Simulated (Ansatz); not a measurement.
# Two structures of LiBe: comparison of enthalpies under pressure, by script

An exercise on one series of results from a longer session: the logs are not shown, and one member is left open.

Program: the Python package of Ansatz 0.2.0. Level of theory: DFT PBE, plane waves, PAW. These are calculated values, not measurements.

**The structure**

LiBe P4/mmm: The structure is tetragonal, space group P4/mmm (No. 123). Conventional cell: a = 2.610 Å, b = 2.610 Å, c = 3.523 Å, α = 90.00°, β = 90.00°, γ = 90.00°. Li (site symmetry 4/mmm) is surrounded by 8 Be at 2.55 Å and 4 Li at 2.61 Å. Be (site symmetry 4/mmm) has 8 Li at 2.55 Å and 4 Be at 2.61 Å as nearest neighbours.

LiBe Pm-3m: It takes space group Pm-3m (No. 221, cubic). The conventional cell has a = 2.810 Å, b = 2.810 Å, c = 2.810 Å, α = 90.00°, β = 90.00°, γ = 90.00°. Around Li (site symmetry m-3m) lie 8 Be at 2.43 Å. Be (site symmetry m-3m) has 8 Li at 2.43 Å as nearest neighbours.

No structure file is read: the coordinates are typed or built in the script.

Set-up of the first run:

Input file run_transition.py:

```python
"""Pressure at which two phases of LiBe cross."""

import warnings

import ansatz as az
import numpy as np


def cuau(a_site, b_site, a):
    return (
        az.Lattice.from_parameters(a, a, 1.35 * a, alpha=90, beta=90, gamma=90)
        .space_group(123)
        .atom(a_site, (0, 0, 0))
        .atom(b_site, (0.5, 0.5, 0.5))
    )


def cscl(A, B, a):
    return (
        az.Lattice.cubic(a)
        .space_group(221)
        .atom(A, (0, 0, 0))
        .atom(B, (0.5, 0.5, 0.5))
    )


def run_phase(name, crystal, pressure=0.0):
    calc = (
        crystal.calculation()
        .basis(41 * az.Ry)
        .functional("pbe")
        .kpoints(spacing=0.14)
        .occupations("fermi_dirac", width=0.1)
    )
    calc = calc.relax(force_tolerance=0.03, max_steps=60, cell=True, pressure=pressure)
    return calc.run()


def volume_per_atom(outcome):
    return abs(np.linalg.det(outcome.lattice.cell_ang)) / len(outcome.lattice.sites)

warnings.simplefilter("ignore", az.DeckWarning)

phases = {}
phases["CuAu"] = cuau("Li", "Be", 2.61)
phases["CsCl"] = cscl("Li", "Be", 2.81)

# enthalpy per atom at each pressure
pressures = [0, 10, 20, 30]
enthalpy, volume = {name: [] for name in phases}, {name: [] for name in phases}
for p in pressures:
    for name, crystal in phases.items():
        o = run_phase(name, crystal, pressure=p)
        volume[name].append(volume_per_atom(o))
        enthalpy[name].append(o.report["energy_sigma0_ev"] / len(o.lattice.sites) + p * volume[name][-1] / 160.21766)
gap = np.array(enthalpy["CsCl"]) - np.array(enthalpy["CuAu"])
rows = [(p, va, vb, 1000 * d) for p, va, vb, d in zip(pressures, volume["CuAu"], volume["CsCl"], gap)]
print("| P (GPa) | V CuAu (A^3/atom) | V CsCl (A^3/atom) | H(CsCl) - H(CuAu) (meV/atom) |")
print("| --- | --- | --- | --- |")
for row in rows:
    print(f"| {row[0]:d} | {row[1]:.3f} | {row[2]:.3f} | {row[3]:+.1f} |")
crossings = [p0 - g0 * (p1 - p0) / (g1 - g0) for p0, p1, g0, g1 in zip(pressures, pressures[1:], gap, gap[1:]) if g0 * g1 < 0]
print("crossing near", [round(float(p), 1) for p in crossings], "GPa") if crossings else print("no crossing in this range")
```

Command:

```sh
$ python run_transition.py
```

One table of the session follows, with a row left open; its other results are not shown here.

It belongs to the step «What each run gave». Enthalpy H = E + pV of the second structure less the first:

| pressure (GPa) | ΔH (meV/atom) |
| --- | --- |
| 0 | 54.3 |
| 10 | ? |
| 20 | 59.4 |
| 30 | 61.7 |

**Question.** Estimate the row for pressure (GPa) = 10.

Worked estimate for «ΔH (meV/atom)». A straight line through the neighbours (0, 54.3) and (20, 59.4) gives 54.3 + (59.4 − 54.3) × (10 − 0) / (20 − 0) = 56.8; a parabola fitted to 3 rows on both sides gives 56.9.

The run gave: ΔH (meV/atom): 57.2. In «ΔH (meV/atom)» the line misses by -0.4 and the parabola by -0.3.

Caveats from the session: Reading the output:
- At a fixed pressure a relaxation lowers the enthalpy F + PV, while F alone can rise.
- Only these two structures are compared, at zero temperature and with their symmetry kept; either may be hypothetical, and another phase may be lower than both.
